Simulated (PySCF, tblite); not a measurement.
# C5H7FGe: a rotation path, then NMR shifts on frames

How do NMR shifts of C5H7FGe (`FCC1=[CH][GeH2][CH]=C1`) change as the atoms move?

Programs: tblite 0.8.0 and PySCF 2.14.0, with density-fitted response routines of our own. Each step states its level of theory. These are calculated values for one molecule in the gas phase, unless marked as measured. Atoms count from 0, in the outputs and in this text.

## (1) Starting geometry

14 atoms, charge 0, multiplicity 1; geometry from: GFN2-xTB.

Bonds of the start (Å): F0–C1 1.38, C1–C2 1.50, C2–C3 1.34, C3–Ge4 1.95, Ge4–C5 1.95, C5–C6 1.34, C6–C2 1.47, C1–H7 1.10, C1–H8 1.09, C3–H9 1.08, Ge4–H10 1.50, Ge4–H11 1.50, C5–H12 1.08, C6–H13 1.08.

## (2) The rotation path with GFN2-xTB

Job settings and geometry (Å):

```
{"job": {"kind": "neb", "xc": "GFN2-xTB", "basis": "xTB", "atoms": [0, 1, 2, 6], "turn": 120}, "charge": 0, "multiplicity": 1}
F      2.541759    -0.765611     1.141879
C      2.117163     0.034612     0.104891
C      0.620203     0.079584     0.029656
C     -0.094068     1.202352    -0.121297
Ge    -1.982203     0.727767    -0.212350
C     -1.448142    -1.134648     0.001722
C     -0.116746    -1.185193     0.097965
H      2.537103    -0.401559    -0.811577
H      2.545765     1.028060     0.271636
H      0.368329     2.173082    -0.179118
H     -2.823019     1.294148     0.890757
H     -2.650034     1.060818    -1.513478
H     -2.064000    -2.016389     0.044955
H      0.447212    -2.097494     0.232192
```

Method: GFN2-xTB climbing-image nudged elastic band, gas phase.

Started as:

```console
$ OMP_NUM_THREADS=1 python probes_run.py task.json out
```

One launch serves the whole session: the jobs run in the order shown.

What it wrote:

```text
image   E - E0 / eV
  0      -0.0000
  1       0.0035
  2       0.0105
  3       0.0172
  4       0.0198
  5       0.0169
  6       0.0103
  7       0.0037
  8       0.0001
```

It took 2 s on 1 thread of AMD EPYC 9B14, shared host; peak memory 0.18 GiB.

The final band, with the dihedral F0–C1–C2–C6:

```csv
image,dihedral (°),energy (eV),energy (kcal/mol)
0,-48,0.000,0.0
1,-35,0.004,0.1
2,-23,0.011,0.2
3,-11,0.017,0.4
4,1,0.020,0.5
5,13,0.017,0.4
6,24,0.010,0.2
7,36,0.004,0.1
8,46,0.000,0.0
```

## (3) Nuclear shieldings: image 0, PBE0/pcSseg-1

Job settings and geometry (Å):

```
{"job": {"kind": "nmr", "xc": "PBE0", "basis": "pcSseg-1", "pop": false}, "charge": 0, "multiplicity": 1}
F      2.541800    -0.765600     1.141900
C      2.117200     0.034600     0.104900
C      0.620200     0.079600     0.029700
C     -0.094100     1.202400    -0.121300
Ge    -1.982200     0.727800    -0.212400
C     -1.448100    -1.134600     0.001700
C     -0.116700    -1.185200     0.098000
H      2.537100    -0.401600    -0.811600
H      2.545800     1.028100     0.271600
H      0.368300     2.173100    -0.179100
H     -2.823000     1.294100     0.890800
H     -2.650000     1.060800    -1.513500
H     -2.064000    -2.016400     0.045000
H      0.447200    -2.097500     0.232200
```

With the program's defaults for keys left out, this is: GIAO PBE0/pcSseg-1 NMR shielding, non-relativistic, gas phase.

What it wrote:

```text
coarse grid: 55920 points
cycle   1  E = -2370.5941305238  dE =  2.963e-01  |g| = 9.899e-01  |ddm| = 3.647e+00
cycle   2  E = -2370.5409462178  dE =  5.318e-02  |g| = 1.099e+00  |ddm| = 1.242e+00
cycle   3  E = -2370.6878063885  dE = -1.469e-01  |g| = 1.156e-01  |ddm| = 7.919e-01
cycle   4  E = -2370.6895580528  dE = -1.752e-03  |g| = 5.766e-02  |ddm| = 1.038e-01
cycle   5  E = -2370.6900635731  dE = -5.055e-04  |g| = 1.116e-02  |ddm| = 5.010e-02
cycle   6  E = -2370.6900915641  dE = -2.799e-05  |g| = 4.976e-03  |ddm| = 1.456e-02
cycle   7  E = -2370.6900970029  dE = -5.439e-06  |g| = 6.614e-04  |ddm| = 4.275e-03
final grid: 118288 points
cycle   8  E = -2370.6901131633  dE =  3.660e-08  |g| = 8.972e-04  |ddm| = 2.099e-03
cycle   9  E = -2370.6901129662  dE =  1.971e-07  |g| = 1.300e-03  |ddm| = 1.886e-03
cycle  10  E = -2370.6901133459  dE = -3.797e-07  |g| = 1.464e-04  |ddm| = 1.157e-03
cycle  11  E = -2370.6901133517  dE = -5.806e-09  |g| = 2.615e-05  |ddm| = 1.637e-04
cycle  12  E = -2370.6901133519  dE = -1.214e-10  |g| = 5.222e-06  |ddm| = 2.243e-05
converged SCF energy = -2370.6901133519

GIAO shielding tensors (ppm)
atom      isotropic    diamagn.    paramagn.     s11        s22        s33       span
  0 F      418.234     472.331     -54.097    389.951    399.377    465.372     75.421
  1 C       99.437     237.770    -138.332     69.727     83.695    144.890     75.163
  2 C       22.941     262.240    -239.299    -91.453     31.633    128.642    220.095
  3 C       55.926     255.171    -199.246    -41.440     46.313    162.904    204.344
  4 Ge    1476.489    2754.267   -1277.778   1334.867   1481.840   1612.759    277.892
  5 C       49.497     258.813    -209.316    -56.115     37.465    167.141    223.256
  6 C       33.284     252.210    -218.926    -85.246     42.447    142.653    227.899
  7 H       26.274      27.412      -1.138     22.771     26.782     29.268      6.497
  8 H       26.288      28.023      -1.735     21.837     27.167     29.860      8.023
  9 H       25.531      32.735      -7.204     24.007     25.046     27.541      3.534
 10 H       27.052      28.395      -1.343     20.798     21.304     39.053     18.255
 11 H       27.113      28.406      -1.293     20.857     21.321     39.162     18.305
 12 H       25.086      30.952      -5.865     23.898     24.758     26.602      2.703
 13 H       24.212      31.439      -7.227     21.867     22.403     28.366      6.500
```

It took 17 s on 1 thread of AMD EPYC 9B14, shared host; peak memory 0.88 GiB.

The references, computed at this level on geometries of the same kind, shield at (ppm): 1H TMS 31.72, 13C TMS 186.9, 19F CFCl3 170.9, 73Ge GeMe4 1331. Their shielding less the atom's gives the shift. The references are single molecules in the gas phase, so shifts against H2O, NH3, PH3, H3PO4 or CFCl3 are not on the usual liquid scales and can be off by tens of ppm. Each atom is listed at this fixed geometry, with no averaging over motion; a spectrum would average atoms that exchange fast.

```csv
atoms,environment,σ (ppm),δ (ppm)
C2,fully substituted alkene carbon,22.9,164.0
C6,alkene CH,33.3,153.6
C5,alkene CH,49.5,137.4
C3,alkene CH,55.9,131.0
C1,allylic sp3 CH2 bonded to F,99.4,87.5
H13,hydrogen on an alkene CH,24.21,7.50
H12,hydrogen on an alkene CH,25.09,6.63
H9,hydrogen on an alkene CH,25.53,6.19
H7,hydrogen on an allylic sp3 CH2 bonded to F,26.27,5.44
H8,hydrogen on an allylic sp3 CH2 bonded to F,26.29,5.43
H10,"hydrogen on a germanium bonded to 2 C, in a 5-membered ring",27.05,4.67
H11,"hydrogen on a germanium bonded to 2 C, in a 5-membered ring",27.11,4.60
F0,fluorine on an sp3 carbon,418.2,-247.3
Ge4,"germanium bonded to 2 C, 2 H, in a 5-membered ring",1476,-146
```

Ring of atoms C2, C3, Ge4, C5, C6: NICS(0) 0.1, NICS(1) -2.4, NICS(1)zz 0.2 ppm (means of both faces).

## (4) NMR shieldings: image 2, PBE0/pcSseg-1

Job settings and geometry (Å):

```
{"job": {"kind": "nmr", "xc": "PBE0", "basis": "pcSseg-1", "pop": false}, "charge": 0, "multiplicity": 1}
F      2.571000    -1.055600     0.802000
C      2.117800     0.046600     0.119100
C      0.618900     0.077900     0.035900
C     -0.089700     1.194300    -0.183900
Ge    -1.980400     0.725100    -0.247100
C     -1.455600    -1.124700     0.068200
C     -0.124600    -1.177300     0.167500
H      2.559100    -0.008900    -0.885000
H      2.515000     0.925100     0.639500
H      0.380600     2.155700    -0.304600
H     -2.822400     1.360300     0.817500
H     -2.651000     0.972000    -1.564700
H     -2.068400    -2.004300     0.161800
H      0.428900    -2.086600     0.351700
```

Method: GIAO PBE0/pcSseg-1 NMR shielding, non-relativistic, gas phase.

What it wrote:

```text
coarse grid: 55920 points
cycle   1  E = -2370.5928568946  dE =  3.020e-01  |g| = 9.903e-01  |ddm| = 3.648e+00
cycle   2  E = -2370.5394467530  dE =  5.341e-02  |g| = 1.097e+00  |ddm| = 1.252e+00
cycle   3  E = -2370.6867364296  dE = -1.473e-01  |g| = 1.170e-01  |ddm| = 7.985e-01
cycle   4  E = -2370.6884941934  dE = -1.758e-03  |g| = 6.133e-02  |ddm| = 1.104e-01
cycle   5  E = -2370.6891231993  dE = -6.290e-04  |g| = 1.216e-02  |ddm| = 5.536e-02
cycle   6  E = -2370.6891579725  dE = -3.477e-05  |g| = 4.787e-03  |ddm| = 1.548e-02
cycle   7  E = -2370.6891627174  dE = -4.745e-06  |g| = 6.303e-04  |ddm| = 4.229e-03
final grid: 118288 points
cycle   8  E = -2370.6891556825  dE =  1.914e-08  |g| = 8.083e-04  |ddm| = 2.066e-03
cycle   9  E = -2370.6891555509  dE =  1.317e-07  |g| = 1.122e-03  |ddm| = 1.753e-03
cycle  10  E = -2370.6891558357  dE = -2.848e-07  |g| = 1.103e-04  |ddm| = 1.049e-03
cycle  11  E = -2370.6891558388  dE = -3.176e-09  |g| = 2.867e-05  |ddm| = 1.350e-04
cycle  12  E = -2370.6891558390  dE = -1.774e-10  |g| = 5.076e-06  |ddm| = 2.523e-05
converged SCF energy = -2370.6891558390

GIAO shielding tensors (ppm)
atom      isotropic    diamagn.    paramagn.     s11        s22        s33       span
  0 F      428.005     472.218     -44.213    396.563    410.908    476.545     79.983
  1 C       99.960     238.052    -138.092     66.657     82.435    150.790     84.133
  2 C       21.263     262.268    -241.005    -91.326     32.291    122.823    214.148
  3 C       61.857     255.189    -193.332    -34.720     50.401    169.889    204.609
  4 Ge    1472.780    2754.231   -1281.452   1323.998   1480.996   1613.345    289.346
  5 C       49.548     258.938    -209.390    -57.277     37.288    168.634    225.911
  6 C       34.405     251.554    -217.148    -85.959     43.010    146.165    232.123
  7 H       26.084      27.173      -1.089     21.714     27.281     29.258      7.544
  8 H       26.074      27.620      -1.546     21.316     27.169     29.737      8.422
  9 H       25.808      32.702      -6.893     24.147     25.256     28.022      3.876
 10 H       27.023      28.393      -1.371     20.733     21.308     39.026     18.293
 11 H       27.102      28.435      -1.333     20.821     21.315     39.170     18.348
 12 H       25.087      30.996      -5.909     23.940     24.731     26.591      2.651
 13 H       24.120      31.526      -7.406     21.502     21.811     29.046      7.544
```

Run time: 17 s. Hardware: 1 thread of AMD EPYC 9B14, shared host; peak memory 0.9 GiB.

Key values: δ C2 165.7, C6 152.5, C5 137.4, C3 125.1, H13 7.60, H12 6.63 ppm.

## (5) NMR shieldings: image 4, PBE0/pcSseg-1

Job settings and geometry (Å):

```
{"job": {"kind": "nmr", "xc": "PBE0", "basis": "pcSseg-1", "pop": false}, "charge": 0, "multiplicity": 1}
F      2.603400    -1.203700     0.399400
C      2.119400     0.051100     0.126200
C      0.619500     0.072700     0.029600
C     -0.085000     1.181100    -0.243000
Ge    -1.978900     0.718900    -0.281600
C     -1.463100    -1.111900     0.137400
C     -0.132300    -1.166700     0.238000
H      2.581900     0.362700    -0.818400
H      2.476900     0.705600     0.931000
H      0.388400     2.133200    -0.415500
H     -2.826800     1.411100     0.743000
H     -2.640400     0.898200    -1.614600
H     -2.077900    -1.983000     0.279800
H      0.414100    -2.069900     0.466500
```

With the program's defaults for keys left out, this is: GIAO PBE0/pcSseg-1 NMR shielding, non-relativistic, gas phase.

What it wrote:

```text
coarse grid: 55920 points
cycle   1  E = -2370.5918469947  dE =  3.025e-01  |g| = 9.908e-01  |ddm| = 3.647e+00
cycle   2  E = -2370.5380585373  dE =  5.379e-02  |g| = 1.098e+00  |ddm| = 1.253e+00
cycle   3  E = -2370.6859114880  dE = -1.479e-01  |g| = 1.182e-01  |ddm| = 7.989e-01
cycle   4  E = -2370.6876856102  dE = -1.774e-03  |g| = 6.324e-02  |ddm| = 1.133e-01
cycle   5  E = -2370.6883803910  dE = -6.948e-04  |g| = 1.249e-02  |ddm| = 5.760e-02
cycle   6  E = -2370.6884174345  dE = -3.704e-05  |g| = 4.718e-03  |ddm| = 1.581e-02
cycle   7  E = -2370.6884219424  dE = -4.508e-06  |g| = 6.267e-04  |ddm| = 4.233e-03
final grid: 118288 points
cycle   8  E = -2370.6884182329  dE =  2.902e-08  |g| = 8.160e-04  |ddm| = 2.186e-03
cycle   9  E = -2370.6884180843  dE =  1.486e-07  |g| = 1.150e-03  |ddm| = 1.825e-03
cycle  10  E = -2370.6884183913  dE = -3.070e-07  |g| = 1.262e-04  |ddm| = 1.107e-03
cycle  11  E = -2370.6884183956  dE = -4.291e-09  |g| = 2.631e-05  |ddm| = 1.416e-04
cycle  12  E = -2370.6884183958  dE = -1.592e-10  |g| = 4.925e-06  |ddm| = 2.393e-05
converged SCF energy = -2370.6884183958

GIAO shielding tensors (ppm)
atom      isotropic    diamagn.    paramagn.     s11        s22        s33       span
  0 F      431.312     472.066     -40.754    398.279    414.068    481.588     83.308
  1 C      100.371     238.003    -137.632     66.279     81.672    153.162     86.884
  2 C       20.860     262.337    -241.477    -91.232     33.032    120.779    212.011
  3 C       63.495     255.184    -191.690    -32.998     50.818    172.665    205.664
  4 Ge    1470.233    2754.239   -1284.005   1316.668   1480.261   1613.771    297.104
  5 C       49.745     259.018    -209.273    -57.377     37.339    169.274    226.651
  6 C       34.579     251.094    -216.515    -86.236     43.403    146.571    232.807
  7 H       25.994      27.251      -1.256     21.218     27.314     29.451      8.232
  8 H       25.989      27.211      -1.222     21.242     27.304     29.421      8.179
  9 H       25.895      32.680      -6.785     24.363     25.091     28.231      3.867
 10 H       27.026      28.398      -1.372     20.713     21.309     39.055     18.342
 11 H       27.048      28.435      -1.387     20.770     21.298     39.076     18.306
 12 H       25.101      31.016      -5.915     23.966     24.740     26.598      2.631
 13 H       24.086      31.612      -7.526     21.466     21.480     29.313      7.847
```

Run time: 17 s. Hardware: 1 thread of AMD EPYC 9B14, shared host; peak memory 0.9 GiB.

This run: δ C2 166.1, C6 152.3, C5 137.2, C3 123.4, H13 7.63, H12 6.62 ppm.

## (6) Shielding tensors: image 6, PBE0/pcSseg-1

Job settings and geometry (Å):

```
{"job": {"kind": "nmr", "xc": "PBE0", "basis": "pcSseg-1", "pop": false}, "charge": 0, "multiplicity": 1}
F      2.617300    -1.218400    -0.030700
C      2.117200     0.050300     0.134200
C      0.620100     0.075600     0.022900
C     -0.082500     1.170200    -0.302600
Ge    -1.977100     0.709000    -0.316300
C     -1.463900    -1.096200     0.206100
C     -0.133200    -1.148300     0.308500
H      2.592600     0.675900    -0.629200
H      2.440700     0.386900     1.128600
H      0.392800     2.110700    -0.525500
H     -2.828000     1.456400     0.666400
H     -2.628200     0.822800    -1.661200
H     -2.081800    -1.955800     0.395900
H      0.413400    -2.039600     0.580900
```

Method: GIAO PBE0/pcSseg-1 NMR shielding, non-relativistic, gas phase.

What it wrote:

```text
coarse grid: 55920 points
cycle   1  E = -2370.5928535747  dE =  3.004e-01  |g| = 9.904e-01  |ddm| = 3.648e+00
cycle   2  E = -2370.5393147200  dE =  5.354e-02  |g| = 1.098e+00  |ddm| = 1.253e+00
cycle   3  E = -2370.6867823864  dE = -1.475e-01  |g| = 1.171e-01  |ddm| = 7.987e-01
cycle   4  E = -2370.6885430748  dE = -1.761e-03  |g| = 6.127e-02  |ddm| = 1.103e-01
cycle   5  E = -2370.6891692031  dE = -6.261e-04  |g| = 1.217e-02  |ddm| = 5.527e-02
cycle   6  E = -2370.6892040392  dE = -3.484e-05  |g| = 4.797e-03  |ddm| = 1.549e-02
cycle   7  E = -2370.6892088074  dE = -4.768e-06  |g| = 6.320e-04  |ddm| = 4.231e-03
final grid: 118288 points
cycle   8  E = -2370.6892123242  dE =  2.381e-08  |g| = 8.175e-04  |ddm| = 2.234e-03
cycle   9  E = -2370.6892121829  dE =  1.414e-07  |g| = 1.146e-03  |ddm| = 1.770e-03
cycle  10  E = -2370.6892124804  dE = -2.976e-07  |g| = 1.163e-04  |ddm| = 1.069e-03
cycle  11  E = -2370.6892124840  dE = -3.587e-09  |g| = 2.744e-05  |ddm| = 1.390e-04
cycle  12  E = -2370.6892124842  dE = -1.610e-10  |g| = 5.038e-06  |ddm| = 2.414e-05
converged SCF energy = -2370.6892124842

GIAO shielding tensors (ppm)
atom      isotropic    diamagn.    paramagn.     s11        s22        s33       span
  0 F      427.469     472.251     -44.783    395.837    410.321    476.247     80.410
  1 C       99.924     238.026    -138.102     66.949     82.295    150.528     83.579
  2 C       21.320     262.249    -240.929    -91.510     32.484    122.987    214.497
  3 C       61.302     255.188    -193.885    -35.529     50.079    169.358    204.887
  4 Ge    1473.067    2754.245   -1281.178   1325.167   1480.915   1613.120    287.953
  5 C       49.722     258.925    -209.203    -56.993     37.537    168.621    225.614
  6 C       34.253     251.579    -217.327    -86.142     43.030    145.869    232.011
  7 H       26.086      27.660      -1.575     21.350     27.157     29.749      8.399
  8 H       26.084      27.141      -1.058     21.789     27.222     29.241      7.452
  9 H       25.786      32.711      -6.925     24.036     25.322     27.999      3.964
 10 H       27.079      28.400      -1.321     20.770     21.322     39.144     18.374
 11 H       27.039      28.423      -1.383     20.791     21.293     39.034     18.243
 12 H       25.108      31.004      -5.896     23.937     24.783     26.606      2.669
 13 H       24.119      31.508      -7.389     21.516     21.847     28.995      7.479
```

Run time: 16 s. Hardware: 1 thread of AMD EPYC 9B14, shared host; peak memory 0.97 GiB.

In short: δ C2 165.6, C6 152.7, C5 137.2, C3 125.6, H13 7.60, H12 6.61 ppm.

## (7) NMR shieldings: image 8, PBE0/pcSseg-1

Job settings and geometry (Å):

```
{"job": {"kind": "nmr", "xc": "PBE0", "basis": "pcSseg-1", "pop": false}, "charge": 0, "multiplicity": 1}
F      2.638400    -1.099400    -0.402700
C      2.113700     0.045800     0.153000
C      0.620400     0.079800     0.022300
C     -0.078200     1.152200    -0.372200
Ge    -1.973700     0.697900    -0.350800
C     -1.464600    -1.080100     0.264300
C     -0.133700    -1.128000     0.367400
H      2.583500     0.892300    -0.357400
H      2.410400     0.037500     1.210400
H      0.399000     2.078300    -0.645200
H     -2.806100     1.499500     0.605200
H     -2.637300     0.751400    -1.693000
H     -2.090700    -1.923800     0.497800
H      0.418200    -2.003800     0.678600
```

Method: GIAO PBE0/pcSseg-1 NMR shielding, non-relativistic, gas phase.

What it wrote:

```text
coarse grid: 55920 points
cycle   1  E = -2370.5940915175  dE =  2.975e-01  |g| = 9.899e-01  |ddm| = 3.648e+00
cycle   2  E = -2370.5409463341  dE =  5.315e-02  |g| = 1.098e+00  |ddm| = 1.244e+00
cycle   3  E = -2370.6877988647  dE = -1.469e-01  |g| = 1.156e-01  |ddm| = 7.931e-01
cycle   4  E = -2370.6895471789  dE = -1.748e-03  |g| = 5.772e-02  |ddm| = 1.041e-01
cycle   5  E = -2370.6900553447  dE = -5.082e-04  |g| = 1.118e-02  |ddm| = 5.028e-02
cycle   6  E = -2370.6900834717  dE = -2.813e-05  |g| = 4.970e-03  |ddm| = 1.458e-02
cycle   7  E = -2370.6900888902  dE = -5.418e-06  |g| = 6.596e-04  |ddm| = 4.276e-03
final grid: 118288 points
cycle   8  E = -2370.6900968054  dE =  4.566e-08  |g| = 8.972e-04  |ddm| = 2.155e-03
cycle   9  E = -2370.6900965998  dE =  2.056e-07  |g| = 1.308e-03  |ddm| = 1.901e-03
cycle  10  E = -2370.6900969908  dE = -3.910e-07  |g| = 1.513e-04  |ddm| = 1.171e-03
cycle  11  E = -2370.6900969970  dE = -6.190e-09  |g| = 2.582e-05  |ddm| = 1.677e-04
cycle  12  E = -2370.6900969971  dE = -1.137e-10  |g| = 4.950e-06  |ddm| = 2.229e-05
converged SCF energy = -2370.6900969971

GIAO shielding tensors (ppm)
atom      isotropic    diamagn.    paramagn.     s11        s22        s33       span
  0 F      418.752     472.358     -53.606    390.286    400.013    465.958     75.673
  1 C       99.460     237.757    -138.296     69.496     83.736    145.149     75.653
  2 C       22.871     262.304    -239.432    -91.353     31.576    128.391    219.743
  3 C       56.201     255.171    -198.970    -41.179     46.710    163.073    204.252
  4 Ge    1476.381    2754.264   -1277.883   1334.564   1482.186   1612.394    277.830
  5 C       49.496     258.824    -209.329    -56.258     37.587    167.157    223.416
  6 C       33.314     252.230    -218.916    -85.407     42.506    142.843    228.251
  7 H       26.289      28.023      -1.734     21.816     27.183     29.866      8.050
  8 H       26.262      27.388      -1.126     22.714     26.794     29.278      6.563
  9 H       25.542      32.731      -7.188     23.960     25.114     27.552      3.592
 10 H       27.107      28.398      -1.291     20.833     21.324     39.165     18.332
 11 H       27.054      28.399      -1.345     20.814     21.299     39.048     18.235
 12 H       25.091      30.964      -5.873     23.902     24.775     26.596      2.694
 13 H       24.206      31.446      -7.240     21.847     22.375     28.397      6.549
```

Run time: 16 s. Hardware: 1 thread of AMD EPYC 9B14, shared host; peak memory 0.89 GiB.

In short: δ C2 164.1, C6 153.6, C5 137.4, C3 130.7, H13 7.51, H12 6.63 ppm.

## (8) Comparing the runs: NMR shifts

Shifts (ppm) of some atoms, chosen among heavy atoms and hydrogens apart, with basis size and wall time:

```csv
frame,C2,C6,C3,H9,H8,F0,Ge4,functions,time
image 0,164.0,153.6,131.0,6.19,5.43,-247.3,-146,178,17 s
image 2,165.7,152.5,125.1,5.91,5.64,-257.1,-142,178,17 s
image 4,166.1,152.3,123.4,5.82,5.73,-260.4,-139,178,17 s
image 6,165.6,152.7,125.6,5.93,5.63,-256.5,-142,178,16 s
image 8,164.1,153.6,130.7,6.17,5.45,-247.8,-145,178,16 s
```

## (9) What came out

| quantity | value |
| --- | --- |
| barrier | 0.020 eV (0.5 kcal/mol) at image 4 |
| end to end (GFN2-xTB) | 0.000 eV |
| 13C shifts against TMS (PBE0/pcSseg-1, image 0) | 164.0, 153.6, 137.4, 131.0, 87.5 ppm |
| 1H shifts against TMS (PBE0/pcSseg-1, image 0) | 7.50, 6.63, 6.19, 5.44, 5.43, 4.67, 4.60 ppm |
| 19F shifts against CFCl3 (PBE0/pcSseg-1, image 0) | -247.3 ppm |
| 73Ge shifts against GeMe4 (PBE0/pcSseg-1, image 0) | -146 ppm |
| range of the shift of F0 | -260.4 to -247.3 ppm |

**Reading.** Along the band the dihedral turns by 94°, and the top (dihedral 1°) lies 0.5 kcal/mol above the start (GFN2-xTB, rough), so at room temperature this motion is fast. The top was not checked by a frequency run. Shifts at one fixed geometry are not the observed spectrum, which averages over the motion. In the first frame run (image 0): The largest span, 278 ppm, is at Ge4, where the paramagnetic term is -1278 ppm. In ppm, F0 moves most: its shift spreads over 13.1 ppm, from -260.4 (image 4) to -247.3 (image 0). Spin-orbit coupling is left out, which matters for shieldings and couplings at and beside the heavy atoms.
